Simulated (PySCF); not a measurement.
# Ag⁺, Ag²⁺: excitation energies in def2-TZVPPD with ECP28, part 2 of 3

Wanted: the excitation energy of silver, up a ladder of methods.

PySCF 2.14.0; def2-TZVPPD with ECP28, a scalar-relativistic core potential. The scripts are equivalent inputs of a driver's runs. Earlier steps stand in the parts before.

## Step 4: Ag²⁺ [Kr] 4d8 5s1, method by method

UHF:

input.py reads:

```python
from pyscf import gto, scf, dft, mp, cc
import basis_set_exchange as bse
txt = bse.get_basis("def2-TZVPPD", elements=["Ag"], fmt="nwchem", header=False)
cut = txt.index("\nECP")
mol = gto.M(atom="Ag 0 0 0", charge=2, spin=3, symmetry="D2h",
            basis=gto.basis.parse(txt[:cut]),
            ecp={"Ag": gto.basis.parse_ecp(txt[cut:])})
mf = scf.UHF(mol)
mf.irrep_nelec = {'Ag': (4, 1), 'B1g': (1, 1), 'B2g': (1, 1), 'B3g': (1, 1), 'B1u': (1, 1), 'B2u': (1, 1), 'B3u': (1, 1)}
mf.kernel()
```

Log:

```text
damping factor = 0
level_shift factor = 0
DIIS = <class 'pyscf.scf.diis.CDIIS'>
diis_start_cycle = 1
diis_space = 10
diis_damp = 0
SCF conv_tol = 1e-09
SCF conv_tol_grad = None
number electrons alpha = 10  beta = 7
cycle= 1 E= -144.881064846305  delta_E= -0.0102  |g|= 0.0421  |ddm|= 0.0432
cycle= 2 E= -144.881419222753  delta_E= -0.000354  |g|= 0.00848  |ddm|= 0.00847
cycle= 3 E= -144.881435875774  delta_E= -1.67e-05  |g|= 0.00076  |ddm|= 0.00313
cycle= 4 E= -144.881436126378  delta_E= -2.51e-07  |g|= 0.000271  |ddm|= 0.000577
cycle= 5 E= -144.881436158315  delta_E= -3.19e-08  |g|= 3.14e-05  |ddm|= 0.000264
cycle= 6 E= -144.88143615877  delta_E= -4.55e-10  |g|= 2.93e-06  |ddm|= 3.91e-05
converged SCF energy = -144.88143615877  <S^2> = 3.7534151  2S+1 = 4.0017072
```

It used 0.2 s of CPU time after the integrals (shared host).

The occupied shells:

```tsv
shell	electrons	mean orbital energy (eV)	spread (eV)	rms radius (bohr)
4s α	1	-148.70	0	0.973
4s β	1	-143.83	0	0.973
4p α	3	-106.18	0	1.07
4p β	3	-100.54	0	1.07
4d α	5	-42.402	1.395	1.36
4d β	3	-40.189	0	1.36
5s α	1	-25.584	0	2.79
```

⟨S²⟩ = 3.753, ⟨L²⟩ = 12.05.

Energies and moments cover only the electrons outside the core potential.

LDA:

Changes to input.py:

```diff
@@ -7,3 +7,3 @@
             ecp={"Ag": gto.basis.parse_ecp(txt[cut:])})
-mf = scf.UHF(mol)
+mf = dft.UKS(mol, xc="LDA,VWN")
 mf.irrep_nelec = {'Ag': (4, 1), 'B1g': (1, 1), 'B2g': (1, 1), 'B3g': (1, 1), 'B1u': (1, 1), 'B2u': (1, 1), 'B3u': (1, 1)}
```

Log:

```text
damping factor = 0
level_shift factor = 0
DIIS = <class 'pyscf.scf.diis.CDIIS'>
diis_start_cycle = 1
diis_space = 10
diis_damp = 0
SCF conv_tol = 1e-09
SCF conv_tol_grad = None
number electrons alpha = 10  beta = 7
XC functionals = LDA,VWN
    P. A. M. Dirac.,  Math. Proc. Cambridge Philos. Soc. 26, 376 (1930)
    F. Bloch.,  Z. Phys. 57, 545 (1929)
    S. H. Vosko, L. Wilk, and M. Nusair.,  Can. J. Phys. 58, 1200 (1980)
cycle= 1 E= -145.296300530388  delta_E= -0.00731  |g|= 0.0979  |ddm|= 0.371
cycle= 2 E= -145.2966441081  delta_E= -0.000344  |g|= 0.0909  |ddm|= 0.155
cycle= 3 E= -145.298693954199  delta_E= -0.00205  |g|= 0.000306  |ddm|= 0.0735
cycle= 4 E= -145.298693984951  delta_E= -3.08e-08  |g|= 3.28e-05  |ddm|= 0.000384
cycle= 5 E= -145.298693985256  delta_E= -3.05e-10  |g|= 1.21e-06  |ddm|= 3.46e-05
converged SCF energy = -145.298693985256  <S^2> = 3.7501807  2S+1 = 4.0000903
```

CPU time 0.25 s on a shared host, the integrals not counted.

PBE:

Changes to input.py:

```diff
@@ -7,3 +7,3 @@
             ecp={"Ag": gto.basis.parse_ecp(txt[cut:])})
-mf = dft.UKS(mol, xc="LDA,VWN")
+mf = dft.UKS(mol, xc="PBE")
 mf.irrep_nelec = {'Ag': (4, 1), 'B1g': (1, 1), 'B2g': (1, 1), 'B3g': (1, 1), 'B1u': (1, 1), 'B2u': (1, 1), 'B3u': (1, 1)}
```

Log:

```text
damping factor = 0
level_shift factor = 0
DIIS = <class 'pyscf.scf.diis.CDIIS'>
diis_start_cycle = 1
diis_space = 10
diis_damp = 0
SCF conv_tol = 1e-09
SCF conv_tol_grad = None
number electrons alpha = 10  beta = 7
XC functionals = PBE
    J. P. Perdew, K. Burke, and M. Ernzerhof.,  Phys. Rev. Lett. 77, 3865 (1996)
    J. P. Perdew, K. Burke, and M. Ernzerhof.,  Phys. Rev. Lett. 78, 1396 (1997)
    J. P. Perdew, K. Burke, and M. Ernzerhof.,  Phys. Rev. Lett. 77, 3865 (1996)
    J. P. Perdew, K. Burke, and M. Ernzerhof.,  Phys. Rev. Lett. 78, 1396 (1997)
cycle= 1 E= -145.6044750707  delta_E= -0.00722  |g|= 0.0378  |ddm|= 0.384
cycle= 2 E= -145.604544953604  delta_E= -6.99e-05  |g|= 0.0346  |ddm|= 0.0649
cycle= 3 E= -145.604844267173  delta_E= -0.000299  |g|= 0.000228  |ddm|= 0.0285
cycle= 4 E= -145.604844284196  delta_E= -1.7e-08  |g|= 3.74e-05  |ddm|= 0.000227
cycle= 5 E= -145.604844284613  delta_E= -4.17e-10  |g|= 1.94e-06  |ddm|= 4.09e-05
converged SCF energy = -145.604844284613  <S^2> = 3.7505287  2S+1 = 4.0002644
```

CPU time 0.32 s on a shared host, the integrals not counted.

PBE0:

Changes to input.py:

```diff
@@ -7,3 +7,3 @@
             ecp={"Ag": gto.basis.parse_ecp(txt[cut:])})
-mf = dft.UKS(mol, xc="PBE")
+mf = dft.UKS(mol, xc="PBE0")
 mf.irrep_nelec = {'Ag': (4, 1), 'B1g': (1, 1), 'B2g': (1, 1), 'B3g': (1, 1), 'B1u': (1, 1), 'B2u': (1, 1), 'B3u': (1, 1)}
```

Log:

```text
damping factor = 0
level_shift factor = 0
DIIS = <class 'pyscf.scf.diis.CDIIS'>
diis_start_cycle = 1
diis_space = 10
diis_damp = 0
SCF conv_tol = 1e-09
SCF conv_tol_grad = None
number electrons alpha = 10  beta = 7
XC functionals = PBE0
    C. Adamo and V. Barone.,  J. Chem. Phys. 110, 6158 (1999)
    M. Ernzerhof and G. E. Scuseria.,  J. Chem. Phys. 110, 5029 (1999)
cycle= 1 E= -145.60105800082  delta_E= -0.00564  |g|= 0.0211  |ddm|= 0.286
cycle= 2 E= -145.601131371507  delta_E= -7.34e-05  |g|= 0.0123  |ddm|= 0.0485
cycle= 3 E= -145.601167739747  delta_E= -3.64e-05  |g|= 0.00163  |ddm|= 0.0106
cycle= 4 E= -145.601168403493  delta_E= -6.64e-07  |g|= 4.08e-05  |ddm|= 0.00223
cycle= 5 E= -145.601168404307  delta_E= -8.14e-10  |g|= 1.54e-06  |ddm|= 5.27e-05
converged SCF energy = -145.601168404307  <S^2> = 3.7509783  2S+1 = 4.0004891
```

CPU time 0.37 s on a shared host, the integrals not counted.

r2SCAN:

Changes to input.py:

```diff
@@ -7,3 +7,3 @@
             ecp={"Ag": gto.basis.parse_ecp(txt[cut:])})
-mf = dft.UKS(mol, xc="PBE0")
+mf = dft.UKS(mol, xc="R2SCAN")
 mf.irrep_nelec = {'Ag': (4, 1), 'B1g': (1, 1), 'B2g': (1, 1), 'B3g': (1, 1), 'B1u': (1, 1), 'B2u': (1, 1), 'B3u': (1, 1)}
```

Log:

```text
damping factor = 0
level_shift factor = 0
DIIS = <class 'pyscf.scf.diis.CDIIS'>
diis_start_cycle = 1
diis_space = 10
diis_damp = 0
SCF conv_tol = 1e-09
SCF conv_tol_grad = None
number electrons alpha = 10  beta = 7
XC functionals = R2SCAN
    J. W. Furness, A. D. Kaplan, J. Ning, J. P. Perdew, and J. Sun.,  J. Phys. Chem. Lett. 11, 8208-8215 (2020)
    J. W. Furness, A. D. Kaplan, J. Ning, J. P. Perdew, and J. Sun.,  J. Phys. Chem. Lett. 11, 9248-9248 (2020)
    J. W. Furness, A. D. Kaplan, J. Ning, J. P. Perdew, and J. Sun.,  J. Phys. Chem. Lett. 11, 8208-8215 (2020)
    J. W. Furness, A. D. Kaplan, J. Ning, J. P. Perdew, and J. Sun.,  J. Phys. Chem. Lett. 11, 9248-9248 (2020)
cycle= 1 E= -145.656427872323  delta_E= -0.00753  |g|= 0.0149  |ddm|= 0.361
cycle= 2 E= -145.656485876918  delta_E= -5.8e-05  |g|= 0.00908  |ddm|= 0.0442
cycle= 3 E= -145.656506114769  delta_E= -2.02e-05  |g|= 0.00177  |ddm|= 0.00926
cycle= 4 E= -145.656507069743  delta_E= -9.55e-07  |g|= 5.01e-05  |ddm|= 0.00371
cycle= 5 E= -145.656507071467  delta_E= -1.72e-09  |g|= 3.78e-06  |ddm|= 0.00023
cycle= 6 E= -145.656507071471  delta_E= -4.77e-12  |g|= 2.27e-07  |ddm|= 2.98e-06
converged SCF energy = -145.656507071471  <S^2> = 3.7513587  2S+1 = 4.0006793
```

It used 0.72 s of CPU time after the integrals (shared host).

BLYP:

Changes to input.py:

```diff
@@ -7,3 +7,3 @@
             ecp={"Ag": gto.basis.parse_ecp(txt[cut:])})
-mf = dft.UKS(mol, xc="R2SCAN")
+mf = dft.UKS(mol, xc="BLYP")
 mf.irrep_nelec = {'Ag': (4, 1), 'B1g': (1, 1), 'B2g': (1, 1), 'B3g': (1, 1), 'B1u': (1, 1), 'B2u': (1, 1), 'B3u': (1, 1)}
```

Log:

```text
damping factor = 0
level_shift factor = 0
DIIS = <class 'pyscf.scf.diis.CDIIS'>
diis_start_cycle = 1
diis_space = 10
diis_damp = 0
SCF conv_tol = 1e-09
SCF conv_tol_grad = None
number electrons alpha = 10  beta = 7
XC functionals = BLYP
    A. D. Becke.,  Phys. Rev. A 38, 3098 (1988)
    C. Lee, W. Yang, and R. G. Parr.,  Phys. Rev. B 37, 785 (1988)
    B. Miehlich, A. Savin, H. Stoll, and H. Preuss.,  Chem. Phys. Lett. 157, 200 (1989)
cycle= 1 E= -145.571255198152  delta_E= -0.00815  |g|= 0.0414  |ddm|= 0.385
cycle= 2 E= -145.571322198172  delta_E= -6.7e-05  |g|= 0.0394  |ddm|= 0.0721
cycle= 3 E= -145.571711600883  delta_E= -0.000389  |g|= 0.000449  |ddm|= 0.0315
cycle= 4 E= -145.571711662238  delta_E= -6.14e-08  |g|= 5.63e-05  |ddm|= 0.000555
cycle= 5 E= -145.571711663176  delta_E= -9.38e-10  |g|= 1.14e-06  |ddm|= 6.08e-05
converged SCF energy = -145.571711663176  <S^2> = 3.7504768  2S+1 = 4.0002384
```

CPU time 0.34 s on a shared host, the integrals not counted.

MN15:

Changes to input.py:

```diff
@@ -7,3 +7,3 @@
             ecp={"Ag": gto.basis.parse_ecp(txt[cut:])})
-mf = dft.UKS(mol, xc="BLYP")
+mf = dft.UKS(mol, xc="MN15")
 mf.irrep_nelec = {'Ag': (4, 1), 'B1g': (1, 1), 'B2g': (1, 1), 'B3g': (1, 1), 'B1u': (1, 1), 'B2u': (1, 1), 'B3u': (1, 1)}
```

Log:

```text
damping factor = 0
level_shift factor = 0
DIIS = <class 'pyscf.scf.diis.CDIIS'>
diis_start_cycle = 1
diis_space = 10
diis_damp = 0
SCF conv_tol = 1e-09
SCF conv_tol_grad = None
number electrons alpha = 10  beta = 7
XC functionals = MN15
    H. S. Yu, X. He, S. L. Li, and D. G. Truhlar.,  Chem. Sci. 7, 5032-5051 (2016)
    H. S. Yu, X. He, S. L. Li, and D. G. Truhlar.,  Chem. Sci. 7, 5032-5051 (2016)
cycle= 1 E= -145.263472918649  delta_E= -0.00897  |g|= 0.118  |ddm|= 0.289
cycle= 2 E= -145.264920971672  delta_E= -0.00145  |g|= 0.0869  |ddm|= 0.203
cycle= 3 E= -145.266649939712  delta_E= -0.00173  |g|= 0.00083  |ddm|= 0.0694
cycle= 4 E= -145.26665056716  delta_E= -6.27e-07  |g|= 7.15e-05  |ddm|= 0.00542
cycle= 5 E= -145.266650574678  delta_E= -7.52e-09  |g|= 1.04e-05  |ddm|= 0.000719
cycle= 6 E= -145.266650574726  delta_E= -4.89e-11  |g|= 3.26e-07  |ddm|= 4.3e-05
converged SCF energy = -145.266650574726  <S^2> = 3.7505936  2S+1 = 4.0002968
```

It used 0.78 s of CPU time after the integrals (shared host).

r2SCANh:

Changes to input.py:

```diff
@@ -7,3 +7,3 @@
             ecp={"Ag": gto.basis.parse_ecp(txt[cut:])})
-mf = dft.UKS(mol, xc="MN15")
+mf = dft.UKS(mol, xc="HYB_MGGA_XC_R2SCANH")
 mf.irrep_nelec = {'Ag': (4, 1), 'B1g': (1, 1), 'B2g': (1, 1), 'B3g': (1, 1), 'B1u': (1, 1), 'B2u': (1, 1), 'B3u': (1, 1)}
```

Log:

```text
damping factor = 0
level_shift factor = 0
DIIS = <class 'pyscf.scf.diis.CDIIS'>
diis_start_cycle = 1
diis_space = 10
diis_damp = 0
SCF conv_tol = 1e-09
SCF conv_tol_grad = None
number electrons alpha = 10  beta = 7
XC functionals = HYB_MGGA_XC_R2SCANH
    M. Bursch, H. Neugebauer, S. Ehlert, and S. Grimme.,  J. Chem. Phys. 156, 134105 (2022)
cycle= 1 E= -145.644074918672  delta_E= -0.00712  |g|= 0.0154  |ddm|= 0.326
cycle= 2 E= -145.644142603281  delta_E= -6.77e-05  |g|= 0.00644  |ddm|= 0.0434
cycle= 3 E= -145.644151987113  delta_E= -9.38e-06  |g|= 0.00248  |ddm|= 0.00781
cycle= 4 E= -145.644153638828  delta_E= -1.65e-06  |g|= 6.87e-05  |ddm|= 0.00365
cycle= 5 E= -145.644153642292  delta_E= -3.46e-09  |g|= 2.65e-06  |ddm|= 0.000338
cycle= 6 E= -145.644153642295  delta_E= -2.96e-12  |g|= 1.43e-07  |ddm|= 5.21e-06
converged SCF energy = -145.644153642295  <S^2> = 3.7514703  2S+1 = 4.0007351
```

CPU time 0.77 s on a shared host, the integrals not counted.

revPBE:

Changes to input.py:

```diff
@@ -7,3 +7,3 @@
             ecp={"Ag": gto.basis.parse_ecp(txt[cut:])})
-mf = dft.UKS(mol, xc="HYB_MGGA_XC_R2SCANH")
+mf = dft.UKS(mol, xc="PBE_R,PBE")
 mf.irrep_nelec = {'Ag': (4, 1), 'B1g': (1, 1), 'B2g': (1, 1), 'B3g': (1, 1), 'B1u': (1, 1), 'B2u': (1, 1), 'B3u': (1, 1)}
```

Log:

```text
damping factor = 0
level_shift factor = 0
DIIS = <class 'pyscf.scf.diis.CDIIS'>
diis_start_cycle = 1
diis_space = 10
diis_damp = 0
SCF conv_tol = 1e-09
SCF conv_tol_grad = None
number electrons alpha = 10  beta = 7
XC functionals = PBE_R,PBE
    Y. Zhang and W. Yang.,  Phys. Rev. Lett. 80, 890 (1998)
    J. P. Perdew, K. Burke, and M. Ernzerhof.,  Phys. Rev. Lett. 77, 3865 (1996)
    J. P. Perdew, K. Burke, and M. Ernzerhof.,  Phys. Rev. Lett. 78, 1396 (1997)
cycle= 1 E= -145.662390025655  delta_E= -0.00727  |g|= 0.0277  |ddm|= 0.394
cycle= 2 E= -145.662435218484  delta_E= -4.52e-05  |g|= 0.0251  |ddm|= 0.0502
cycle= 3 E= -145.662592888273  delta_E= -0.000158  |g|= 0.000262  |ddm|= 0.0209
cycle= 4 E= -145.662592911843  delta_E= -2.36e-08  |g|= 4.19e-05  |ddm|= 0.000248
cycle= 5 E= -145.662592912372  delta_E= -5.29e-10  |g|= 2.44e-06  |ddm|= 4.82e-05
converged SCF energy = -145.662592912372  <S^2> = 3.7506003  2S+1 = 4.0003001
```

It used 0.4 s of CPU time after the integrals (shared host).

## Step 5: Ag²⁺ [Kr] 4d8 5s1, continued

MP2 (valence):

Changes to input.py since step 4:

```diff
@@ -7,4 +7,5 @@
             ecp={"Ag": gto.basis.parse_ecp(txt[cut:])})
-mf = dft.UKS(mol, xc="PBE_R,PBE")
+mf = scf.UHF(mol)
 mf.irrep_nelec = {'Ag': (4, 1), 'B1g': (1, 1), 'B2g': (1, 1), 'B3g': (1, 1), 'B1u': (1, 1), 'B2u': (1, 1), 'B3u': (1, 1)}
 mf.kernel()
+mp.UMP2(mf, frozen=4).kernel()
```

The driver printed no log here.

CPU time 0.05 s on a shared host, the integrals not counted.

With 9 electrons correlated, the MP2 correlation energy is -0.24390 hartree (-0.09875 same spin, -0.14515 opposite spin); the SCS form gives -0.20710. Largest pairs of shells: 4d-4d -0.2088, 4d-5s -0.0351, 5s-5s 0.0000.

MP2 (valence and next inner shell):

Changes to input.py:

```diff
@@ -10,2 +10,2 @@
 mf.kernel()
-mp.UMP2(mf, frozen=4).kernel()
+mp.UMP2(mf, frozen=0).kernel()
```

The driver printed no log here.

It used 0.06 s of CPU time after the integrals (shared host).

With 17 electrons correlated, the MP2 correlation energy is -0.51843 hartree (-0.16994 same spin, -0.34849 opposite spin); the SCS form gives -0.47484. Largest pairs of shells: 4d-4d -0.2088, 4p-4d -0.1658, 4p-4p -0.0476, 4d-5s -0.0351, 4s-4d -0.0256.

Radial density 4πr²ρ of Ag²⁺ at UHF, the electrons outside the core potential:

```tsv
r (bohr)	density	spin density
0.0315	1.26e-05	0.000
0.0530	5.37e-05	0.000
0.0892	0.000384	0.000
0.150	0.00458	0.001
0.252	0.0768	0.012
0.424	1.81	0.201
0.714	14.9	1.395
1.20	12.9	1.702
2.02	2.30	0.828
3.40	0.314	0.277
5.71	0.00346	0.003
9.61	7.21e-05	0.000
```

[end of part 2 of 3]
